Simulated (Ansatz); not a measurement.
# CuH3O2: the cost of one run

Computed with Ansatz 0.2.0 through its Python package. Level of theory: CCSD(T)/6-31G*.

## (1) The system

Bond lengths: O1–Cu2 2.244 Å, Cu2–O3 1.800 Å, O1–H4 1.051 Å, O3–H5 0.993 Å, O3–H6 0.985 Å. Angles: O1–Cu2–O3 106.5°, Cu2–O1–H4 100.2°, Cu2–O3–H5 83.7°, Cu2–O3–H6 112.5°, H5–O3–H6 107.0°.

cuh3o2.xyz, read by the script:

```xyz
6

O    -1.76360   -0.66860   -0.39040
Cu    0.30660   -1.26130    0.24020
O     1.21340    0.26770    0.52220
H    -1.57080    0.28530   -0.78760
H     1.22360    0.31540   -0.47000
H     0.63290    0.99750    0.83940
```

## (2) The code

cuh3o2.py reads:

```python
# -*- coding: utf-8 -*-
'''Energy to split CuH3O2 into its atoms.'''

from collections import Counter

import ansatz

SETTINGS = {
    'basis': '6-31G*',
    'method': 'CCSD(T)',
}


def total_energy(molecule, charge=0, unpaired=0):
    calc = molecule.calculation().basis(gaussian=SETTINGS['basis']).correlation(SETTINGS['method'])
    if charge:
        calc = calc.charge(charge)
    if unpaired:
        calc = calc.spin('collinear', total=unpaired)
    report = calc.run(threads=1, backend='cpu').report
    if report['published_state_doubts']:
        print('  doubts:', report['published_state_doubts'])
    return report['free_energy_ev']

cuh3o2 = ansatz.Crystal.molecule_from_extxyz('cuh3o2.xyz')

# Hund ground states
unpaired = {'O': 2, 'Cu': 1, 'H': 1}
counts = Counter(site.symbol for site in cuh3o2.cartesian_sites)
atom_energy = {s: total_energy(ansatz.Crystal.molecule().atom(s, (0, 0, 0)), 0, unpaired[s]) for s in counts}
whole = total_energy(cuh3o2, 0, 0)
for s, e in atom_energy.items():
    print(f'{s:2s} x{counts[s]}  {e:14.5f} eV')
print(f'CuH3O2: {whole:.5f} eV')
split = sum(counts[s] * e for s, e in atom_energy.items()) - whole
print(f'atomisation energy (no zero-point term): {23.060548 * split:.1f} kcal/mol, {split / sum(counts.values()):.3f} eV an atom')
```

## (3) The run

On the command line:

```bash
> python cuh3o2.py
```

What time and memory should one allow on 1 thread of Arm Neoverse V2, shared host?

About 13 s, with a peak of 0.28 GiB.
